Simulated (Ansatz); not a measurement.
# NaAl18: the cost of one run

Program: Ansatz 0.2.0. Level of theory: DFT PBE, scalar-relativistic, plane waves, PAW. These are calculated values, not measurements.

## Step 1: Starting point

The structure is tetragonal, space group P4/mmm (No. 123). Conventional cell: a = 4.050 Å, b = 4.050 Å, c = 56.450 Å, α = 90.00°, β = 90.00°, γ = 90.00°. Na (site symmetry 4mm) has 4 Al at 3.07 Å as nearest neighbours. Around Al (site symmetry 4mm) lie 4 Al at 2.86 Å and 4 Na at 3.07 Å. Al (site symmetry 2mm) has 10 Al at 2.86 Å as nearest neighbours. Al (site symmetry 4mm) has 12 Al at 2.86 Å as nearest neighbours. Around Al (site symmetry 2mm) lie 12 Al at 2.86 Å. Only part of the 15 independent sites is listed.

Coordinates:

```xyz
38
Lattice="2.8638 2.8638 0.0000 -2.8638 2.8638 0.0000 0.0000 0.0000 56.4500" Properties=species:S:1:pos:R:3 pbc="T T T"
Na    0.0000    0.0000    8.9000
Al    0.0000    2.8638   10.0000
Al   -1.4319    4.2957   12.0250
Al   -1.4319    1.4319   12.0250
Al    0.0000    2.8638   14.0500
Al    0.0000    0.0000   14.0500
Al    1.4319    1.4319   16.0750
Al   -1.4319    1.4319   16.0750
Al    0.0000    2.8638   18.1000
Al    0.0000    0.0000   18.1000
Al    1.4319    1.4319   20.1250
Al   -1.4319    1.4319   20.1250
Al    2.8638    2.8638   22.1500
Al    0.0000    2.8638   22.1500
Al   -1.4319    4.2957   24.1750
Al    1.4319    4.2957   24.1750
Al    0.0000    2.8638   26.2000
Al    0.0000    0.0000   26.2000
Al    1.4319    1.4319   28.2250
Al   -1.4319    1.4319   28.2250
Al    0.0000    0.0000   30.2500
Al    0.0000    2.8638   30.2500
Al    1.4319    1.4319   32.2750
Al   -1.4319    1.4319   32.2750
Al    0.0000    0.0000   34.3000
Al    0.0000    2.8638   34.3000
Al    1.4319    1.4319   36.3250
Al   -1.4319    1.4319   36.3250
Al    0.0000    2.8638   38.3500
Al   -2.8638    2.8638   38.3500
Al    1.4319    1.4319   40.3750
Al   -1.4319    1.4319   40.3750
Al    0.0000    2.8638   42.4000
Al    0.0000    5.7276   42.4000
Al    1.4319    1.4319   44.4250
Al    1.4319    4.2957   44.4250
Na    2.8638    2.8638   47.5500
Al    0.0000    2.8638   46.4500
```

## Step 2: Relaxing the atoms: Na2Al36 slab, no spin

Input file input.yaml:

```yaml
crystal:
  lattice:
    - [2.8637824638, 2.8637824638, 0.0]
    - [-2.8637824638, 2.8637824638, 0.0]
    - [0.0, 0.0, 56.45]
  atoms:
    - { symbol: Na, position: [0.0, 0.0, 0.1576616475] }
    - { symbol: Al, position: [0.5, 0.5, 0.1771479185] }
    - { symbol: Al, position: [0.5, 1.0, 0.213020372] }
    - { symbol: Al, position: [0.0, 0.5, 0.213020372] }
    - { symbol: Al, position: [0.5, 0.5, 0.2488928255] }
    - { symbol: Al, position: [0.0, 0.0, 0.2488928255] }
    - { symbol: Al, position: [0.5, 0.0, 0.284765279] }
    - { symbol: Al, position: [0.0, 0.5, 0.284765279] }
    - { symbol: Al, position: [0.5, 0.5, 0.3206377325] }
    - { symbol: Al, position: [0.0, 0.0, 0.3206377325] }
    - { symbol: Al, position: [0.5, 0.0, 0.356510186] }
    - { symbol: Al, position: [0.0, 0.5, 0.356510186] }
    - { symbol: Al, position: [1.0, 0.0, 0.3923826395] }
    - { symbol: Al, position: [0.5, 0.5, 0.3923826395] }
    - { symbol: Al, position: [0.5, 1.0, 0.428255093] }
    - { symbol: Al, position: [1.0, 0.5, 0.428255093] }
    - { symbol: Al, position: [0.5, 0.5, 0.4641275465] }
    - { symbol: Al, position: [0.0, 0.0, 0.4641275465] }
    - { symbol: Al, position: [0.5, 0.0, 0.5] }
    - { symbol: Al, position: [0.0, 0.5, 0.5] }
    - { symbol: Al, position: [0.0, 0.0, 0.5358724535] }
    - { symbol: Al, position: [0.5, 0.5, 0.5358724535] }
    - { symbol: Al, position: [0.5, 0.0, 0.571744907] }
    - { symbol: Al, position: [0.0, 0.5, 0.571744907] }
    - { symbol: Al, position: [0.0, 0.0, 0.6076173605] }
    - { symbol: Al, position: [0.5, 0.5, 0.6076173605] }
    - { symbol: Al, position: [0.5, 0.0, 0.643489814] }
    - { symbol: Al, position: [0.0, 0.5, 0.643489814] }
    - { symbol: Al, position: [0.5, 0.5, 0.6793622675] }
    - { symbol: Al, position: [0.0, 1.0, 0.6793622675] }
    - { symbol: Al, position: [0.5, 0.0, 0.715234721] }
    - { symbol: Al, position: [0.0, 0.5, 0.715234721] }
    - { symbol: Al, position: [0.5, 0.5, 0.7511071745] }
    - { symbol: Al, position: [1.0, 1.0, 0.7511071745] }
    - { symbol: Al, position: [0.5, 0.0, 0.786979628] }
    - { symbol: Al, position: [1.0, 0.5, 0.786979628] }
    - { symbol: Na, position: [1.0, 0.0, 0.8423383525] }
    - { symbol: Al, position: [0.5, 0.5, 0.8228520815] }
scf:
  occupations: { method: gaussian, width: 0.1 }
output:
  forces: true
  stress: false
  write_density: true
  write_potential: true
  elf: true
  volumetric_format: npy
hamiltonian:
  xc: pbe
efield:
  axis: 3
  dipole_correction: true
kpoints:
  mp_grid: { grid: [14, 14, 1] }
relax:
  f_tol: 0.01
```

Launch:

```bash
$ ansatz run input.yaml --threads 8 --pin off --max-ram 30720MiB --backend cpu --events-out ev --progress --plain --runs-dir out
```

**Question.** How long does this run take on 8 threads of Arm Neoverse V2, shared host, and how much memory does it need?

About 4.3 min, with a peak of 5.4 GiB.
